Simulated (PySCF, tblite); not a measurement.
# C4H6BF3S: geometry, infrared bands and NMR shifts

Wanted: the infrared bands and NMR shifts of C4H6BF3S (`CCS/C=C(/F)B(F)F`), by calculation.

Programs: tblite 0.8.0 and PySCF 2.14.0, with density-fitted response routines of our own. Each step states its level of theory. These are calculated values for one molecule in the gas phase, unless marked as measured. Atoms count from 0, in the outputs and in this text.

## 1. Starting geometry

15 atoms, charge 0, multiplicity 1; geometry from: force field or distance geometry start.

Bonds of the start (Å): C0–C1 1.50, C1–S2 1.81, S2–C3 1.79, C3–C4 1.35, C4–F5 1.36, C4–B6 1.55, B6–F7 1.44, B6–F8 1.45, C0–H9 1.11, C0–H10 1.12, C0–H11 1.13, C1–H12 1.10, C1–H13 1.12, C3–H14 1.07.

## 2. Optimising the geometry with GFN2-xTB

Job settings and geometry (Å):

```
{"job": {"kind": "relax", "xc": "GFN2-xTB", "basis": "xTB"}, "charge": 0, "multiplicity": 1}
C     -2.358800     0.071100     0.548800
C     -1.710900    -0.781500    -0.496400
S      0.056300    -0.893200    -0.104000
C      0.754200     0.729400    -0.374600
C      2.079800     0.833400    -0.150100
F      2.727200     2.013500    -0.327400
B      2.916400    -0.403500     0.282500
F      3.082900    -1.457100    -0.690300
F      3.707800    -0.333100     1.491200
H     -1.752500     0.023200     1.473500
H     -2.465600     1.144900     0.245600
H     -3.370600    -0.359000     0.795700
H     -1.767400    -0.332500    -1.498700
H     -2.094600    -1.833000    -0.544200
H      0.191400     1.585600    -0.673600
```

On the command line:

```bash
$ OMP_NUM_THREADS=1 python probes_run.py task.json out
```

The driver reads the jobs from task.json and runs them one after another.

**Question.** This job is followed by: GFN2-xTB harmonic vibrations, gas phase; GIAO PBE0/pcSseg-1 NMR shielding, non-relativistic, gas phase. Predict these results of the whole session: strongest single infrared mode (GFN2-xTB); zero-point energy (GFN2-xTB); ¹³C shifts against TMS (PBE0/pcSseg-1); ¹H shifts against TMS (PBE0/pcSseg-1, means over atoms taken as alike); ³³S shifts against CS2 (PBE0/pcSseg-1); ¹⁹F shifts against CFCl3 (PBE0/pcSseg-1, means over atoms taken as alike); ¹¹B shifts against BF3·OEt2 (PBE0/pcSseg-1).

The runs gave:

| quantity | value |
| --- | --- |
| strongest single infrared mode (GFN2-xTB) | 1330 cm⁻¹, 573 km/mol |
| zero-point energy (GFN2-xTB) | 62.1 kcal/mol |
| ¹³C shifts against TMS (PBE0/pcSseg-1) | 157.1, 153.7, 37.9, 18.8 ppm |
| ¹H shifts against TMS (PBE0/pcSseg-1, means over atoms taken as alike) | 7.23, 2.62, 1.35 ppm |
| ³³S shifts against CS2 (PBE0/pcSseg-1) | 65 ppm |
| ¹⁹F shifts against CFCl3 (PBE0/pcSseg-1, means over atoms taken as alike) | -86.4, -135.8 ppm |
| ¹¹B shifts against BF3·OEt2 (PBE0/pcSseg-1) | 20.6 ppm |

In words: The optimisation took 97 steps and gained 1.292 eV; among the close pairs (by a distance rule), B6–F8 changed most, from 1.446 to 1.316 Å. All 39 modes are real, so the xTB geometry is a minimum. The strongest single mode, at 1330 cm⁻¹, moves mainly B6 and C4. Unscaled tight-binding wavenumbers are off by several per cent, some by more. Its intensities can rank the bands wrongly. The most deshielded hydrogen is H14 (hydrogen on an alkene CH), at 7.23 ppm: olefinic region. At PBE0/pcSseg-1: Shielding is most anisotropic at F7, F8 (span 269 ppm, paramagnetic term -209 ppm).
